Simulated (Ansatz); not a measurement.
Relaxation of a periodic cell of 17 atoms, CuSi₁₆ (host Si, host structure diamond, interstitial Cu), cell charge +1, to a largest force component of 0.03 eV/Å in at most 60 steps.

Method: DFT PBE, scalar-relativistic, plane waves, PAW in Ansatz. Settings: PAW set soft_1, cutoff 420 eV, k mesh 2x2x2, gaussian smearing 0.05 eV, no spin polarisation.

```xyz
17
Lattice="0.0000 5.4300 5.4300 5.4300 0.0000 5.4300 5.4300 5.4300 0.0000" Properties=species:S:1:pos:R:3
Si 0.000 0.000 0.000
Si 1.357 1.357 1.357
Si 2.715 2.715 0.000
Si 4.072 4.072 1.357
Si 2.715 0.000 2.715
Si 4.072 1.357 4.072
Si 5.430 2.715 2.715
Si 6.787 4.072 4.072
Si 0.000 2.715 2.715
Si 1.357 4.072 4.072
Si 2.715 5.430 2.715
Si 4.072 6.787 4.072
Si 2.715 2.715 5.430
Si 4.072 4.072 6.787
Si 5.430 5.430 5.430
Si 6.787 6.787 6.787
Cu 8.192 5.354 5.494
```

Task: Where does it end, and by what steps?

Result: The forces met the threshold. The force dipped under the threshold on the way, but the program's further checks kept it going. Limits of this set-up: coarse k mesh, charged cell in a uniform background, uncorrected. After 7 steps the energy has fallen by 0.163 eV; Si4 moved furthest, 0.25 Å.

```json
{"step": "0", "energy less start (eV)": "0.0000", "largest force component (eV/Å)": "0.845", "accepted": "yes"}
{"step": "1", "energy less start (eV)": "-0.1139", "largest force component (eV/Å)": "0.301", "accepted": "yes"}
{"step": "2", "energy less start (eV)": "-0.1333", "largest force component (eV/Å)": "0.091", "accepted": "yes"}
{"step": "3", "energy less start (eV)": "-0.1299", "largest force component (eV/Å)": "0.269", "accepted": "no"}
{"step": "4", "energy less start (eV)": "-0.1515", "largest force component (eV/Å)": "0.098", "accepted": "yes"}
{"step": "5", "energy less start (eV)": "-0.1597", "largest force component (eV/Å)": "0.079", "accepted": "yes"}
{"step": "6", "energy less start (eV)": "-0.1634", "largest force component (eV/Å)": "0.028", "accepted": "yes"}
{"step": "7", "energy less start (eV)": "-0.1634", "largest force component (eV/Å)": "0.028", "accepted": "yes"}
```

```xyz
17
Lattice="0.0000 5.4300 5.4300 5.4300 0.0000 5.4300 5.4300 5.4300 0.0000" Properties=species:S:1:pos:R:3
Si -0.004 -0.047 0.047
Si 1.300 1.415 1.325
Si 2.763 2.714 0.045
Si 4.214 3.931 1.499
Si 2.669 0.042 2.652
Si 4.012 1.351 4.080
Si 5.552 2.581 2.848
Si 6.789 4.122 4.070
Si -0.052 2.770 2.659
Si 1.298 4.106 4.012
Si 2.763 5.385 2.714
Si 4.046 6.847 4.012
Si 2.668 2.780 5.386
Si 4.027 4.124 6.736
Si 5.374 5.477 5.383
Si 6.790 6.790 6.737
Cu 8.283 5.268 5.589
```

Whether the end is a true minimum wasn't checked by a vibrational analysis.

Run time: 70 s on 1 thread of Arm Neoverse V1, with other jobs on the host, peak memory 0.57 GiB.
